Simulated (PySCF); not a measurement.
# C3H9Al, 13 atoms: time against threads

Aim: measure how long an MP2 calculation on a Hartree-Fock reference takes on C3H9Al, and how the time changes with the share of the machine.

Program: PySCF 2.14.0 (MP2, HF, Gaussian basis). Host: Intel Xeon 6975P-C (Granite Rapids), 96 cores, 190 hardware threads, 362 GiB; it was booked for these runs alone, one at a time. Each run is timed once from launch to exit, start-up included.

### Step 1. What is computed

A molecule of 13 atoms and 40 electrons, SMILES C[Al](C)C, in the basis def2-tzvpp.

### Step 2. The reference run

File input.py:

```python
from pyscf import gto, scf, dft, mp, cc
mol = gto.M(basis='def2-tzvpp', verbose=4, max_memory=208000, atom='''
C -0.5600 1.9000 0.2900
Al 0.0000 0.0000 0.0900
C 1.9300 -0.4600 0.0400
C -1.3700 -1.4300 -0.0700
H -0.1600 2.4900 -0.5500
H -0.1700 2.3000 1.2500
H -1.6700 1.9500 0.2900
H 2.4200 0.0500 -0.8100
H 2.0500 -1.5600 -0.0800
H 2.4100 -0.1400 0.9900
H -0.8700 -2.4200 -0.1800
H -2.0000 -1.2400 -0.9600
H -2.0100 -1.4400 0.8400
''')
mf = scf.RHF(mol).density_fit()
mf.kernel()
pt = mp.MP2(mf).set_frozen()
pt.kernel()
```

Command:

```bash
$ OMP_NUM_THREADS=96 OPENBLAS_NUM_THREADS=96 OPENBLAS_CORETYPE=Haswell python input.py
```

### Step 3. On 4 threads

input.py is that of step 2.

(Steps that only read results are left out.)

**Question.** How long do these runs take on this host, and what pays? Wanted: reference; fastest over threads; speed-up from 4 to 96 threads.

As calculated:

| quantity | value |
| --- | --- |
| reference | 1.8 s on 96 threads |
| fastest over threads | 1 s on 4 |
| speed-up from 4 to 96 threads | 0.59 (2 % efficient) |

**Reading.** 96 threads are no faster than 4: the job is too small for them. At a few seconds, start-up and serial parts weigh heavily. The figures hold for this build, input and host.
